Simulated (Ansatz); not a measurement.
# Fe (Im-3m): magnetic orders compared

One table from this session's results is given with a row withheld; the runs are named, their logs left out.

The COD entry's cell or inner coordinates are ideal or old and differ from later refinements, so a difference from it is no clean test against experiment.

Program: Ansatz 0.2.0. Level of theory: DFT PBEsol, scalar-relativistic, plane waves, PAW. These are calculated values, not measurements.

## The system as given

The structure is cubic, space group Im-3m (No. 229). Conventional cell: a = 2.790 Å, b = 2.790 Å, c = 2.790 Å, α = 90.00°, β = 90.00°, γ = 90.00°. Fe (site symmetry m-3m) has 8 Fe at 2.42 Å as nearest neighbours.

Coordinates:

```cif
data_structure
_symmetry_space_group_name_H-M 'Im-3m'
_symmetry_Int_Tables_number 229
_cell_length_a 2.7898
_cell_length_b 2.7898
_cell_length_c 2.7898
_cell_angle_alpha 90.000
_cell_angle_beta 90.000
_cell_angle_gamma 90.000
_cell_volume 21.71
loop_
_atom_site_label
_atom_site_type_symbol
_atom_site_symmetry_multiplicity
_atom_site_Wyckoff_symbol
_atom_site_fract_x
_atom_site_fract_y
_atom_site_fract_z
_atom_site_occupancy
Fe1 Fe 2 a 0.00000 0.00000 0.00000 1
```

An earlier run at PBEsol left this cell at 10.857 Å³/atom and -0.10 GPa (22×22×22 mesh).

The first run:

input.yaml reads:

```yaml
crystal:
  lattice:
    - [2.7898114684, 0.0, 0.0]
    - [0.0, 2.7898114684, 0.0]
    - [0.0, 0.0, 2.7898114684]
  atoms:
    - { symbol: Fe, position: [0.0, 0.0, 0.0], spin: 2.5 }
    - { symbol: Fe, position: [0.5, 0.5, 0.5], spin: 2.5 }
basis:
  ecutwfc: 420
  ecutrho_ratio: 4
kpoints:
  mp_grid: { grid: [12, 12, 12] }
hamiltonian:
  xc: pbesol
scf:
  occupations: { method: gaussian, width: 0.05 }
  lower_state_search: "off"
output:
  forces: true
  stress: true
  eigenvalues: true
  populations: true
magnetization:
  spin_polarized: true
```

Run with:

```
ansatz run input.yaml --threads 1 --pin off --max-ram 2560MiB --backend cpu --events-out ev --progress --plain --runs-dir out
```

Steps of the session up to this table: Ferromagnetic, larger cell; Antiferromagnetic, propagation vector (1, 1, 1); Antiferromagnetic, propagation vector (1/2, 1/2, 0); No spin polarisation.

One of the session's tables, all rows but one given; the rest of the session is left out.

It belongs to the step «The orders side by side». 

| order | above the lowest (meV/atom) | largest moment (μB) | pressure (GPa) |
| --- | --- | --- | --- |
| ferromagnetic | 0.0 | 2.16 | -0.1 |
| antiferromagnetic, propagation vector (1, 1, 1) | 413.4 | 1.16 | -10.5 |
| antiferromagnetic, propagation vector (1/2, 1/2, 0) | ? | ? | ? |
| no spin polarisation | 444.3 | 0.00 | -18.8 |

Estimate the missing values for antiferromagnetic, propagation vector (1/2, 1/2, 0).

**Answer.** above the lowest (meV/atom): 200.6; largest moment (μB): 1.77; pressure (GPa): -4.5. In the column «above the lowest (meV/atom)» it lies between ferromagnetic (0.0) and antiferromagnetic, propagation vector (1, 1, 1) (413.4).

The first row is the run of the earlier session that started with parallel moments (-4448.8478 eV/atom).

To keep in mind: Only these orders were tried, at zero temperature; the one found in experiment may not be among them.
